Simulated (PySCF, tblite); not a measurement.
**C5H13OPSSi: infrared bands and NMR shifts**

Wanted: the infrared bands and NMR shifts of C5H13OPSSi (`[SiH3]CP1(=S)CCOCC1`), by calculation.

Computed with tblite 0.8.0 and PySCF 2.14.0, with density-fitted response routines of our own, on a single molecule in the gas phase. Atoms are numbered from 0 throughout.

### Step 1. Starting geometry

22 atoms, charge 0, multiplicity 1; geometry from: GFN2-xTB.

Bonds of the start (Å): Si0–C1 1.91, C1–P2 1.83, P2–S3 1.94, P2–C4 1.85, C4–C5 1.53, C5–O6 1.41, O6–C7 1.41, C7–C8 1.53, C8–P2 1.84, Si0–H9 1.47, Si0–H10 1.46, Si0–H11 1.46, C1–H12 1.09, C1–H13 1.09, C4–H14 1.09, C4–H15 1.09, C5–H16 1.10, C5–H17 1.09, C7–H18 1.10, C7–H19 1.09, C8–H20 1.09, C8–H21 1.09.

### Step 2. Harmonic vibrations with GFN2-xTB

The job: settings as JSON, then the geometry in Å.

```
{"job": {"kind": "ir", "xc": "GFN2-xTB", "basis": "xTB"}, "charge": 0, "multiplicity": 1}
Si     3.212407    -0.396086    -0.414408
C      1.794451     0.288330     0.666281
P      0.243021    -0.643443     0.415111
S      0.302507    -2.545036     0.779486
C     -1.036190     0.263804     1.394415
C     -2.401299    -0.206073     0.888520
O     -2.624035     0.136146    -0.457686
C     -1.822686    -0.589761    -1.356960
C     -0.342396    -0.207694    -1.279342
H      2.857723    -0.192524    -1.821542
H      4.387895     0.406980    -0.077488
H      3.427397    -1.805414    -0.118986
H      1.606060     1.344227     0.469526
H      2.045980     0.176425     1.723136
H     -0.930052     1.341964     1.257043
H     -0.919305     0.014489     2.452146
H     -2.476429    -1.297432     1.019705
H     -3.206141     0.274928     1.451060
H     -1.922148    -1.670078    -1.165020
H     -2.222976    -0.367988    -2.350129
H     -0.212687     0.861261    -1.460599
H      0.228492    -0.778623    -2.015119
```

**Question.** This job is followed by: GIAO PBE0/pcSseg-1 NMR shielding, non-relativistic, gas phase. What will the session give for the following? strongest single infrared mode (GFN2-xTB); zero-point energy (GFN2-xTB); ¹³C shifts against TMS (PBE0/pcSseg-1, means over atoms taken as alike); ¹H shifts against TMS (PBE0/pcSseg-1, means over atoms taken as alike); ²⁹Si shifts against TMS (PBE0/pcSseg-1); ³¹P shifts against H3PO4 (PBE0/pcSseg-1); ³³S shifts against CS2 (PBE0/pcSseg-1); ¹⁷O shifts against H2O (PBE0/pcSseg-1).

**Answer**, as computed:

| quantity | value |
| --- | --- |
| strongest single infrared mode (GFN2-xTB) | 784 cm⁻¹, 339 km/mol |
| zero-point energy (GFN2-xTB) | 105.2 kcal/mol |
| ¹³C shifts against TMS (PBE0/pcSseg-1, means over atoms taken as alike) | 67.2, 40.0, 21.4 ppm |
| ¹H shifts against TMS (PBE0/pcSseg-1, means over atoms taken as alike) | 4.31, 4.24, 4.04, 1.82, 1.43, 1.15 ppm |
| ²⁹Si shifts against TMS (PBE0/pcSseg-1) | -83.6 ppm |
| ³¹P shifts against H3PO4 (PBE0/pcSseg-1) | 12.3 ppm |
| ³³S shifts against CS2 (PBE0/pcSseg-1) | -265 ppm |
| ¹⁷O shifts against H2O (PBE0/pcSseg-1) | 54.8 ppm |

What this shows: No mode is imaginary among the 60: a minimum at this level. Unscaled tight-binding wavenumbers are off by several per cent, some by more. Its intensities can rank the bands wrongly. The most deshielded carbon is C5, C7 (mean) (sp3 CH2 bonded to O), at 67.2 ppm: pulled downfield by the heteroatom. At PBE0/pcSseg-1: The largest span, 259 ppm, is at S3, where the paramagnetic term is -291 ppm.
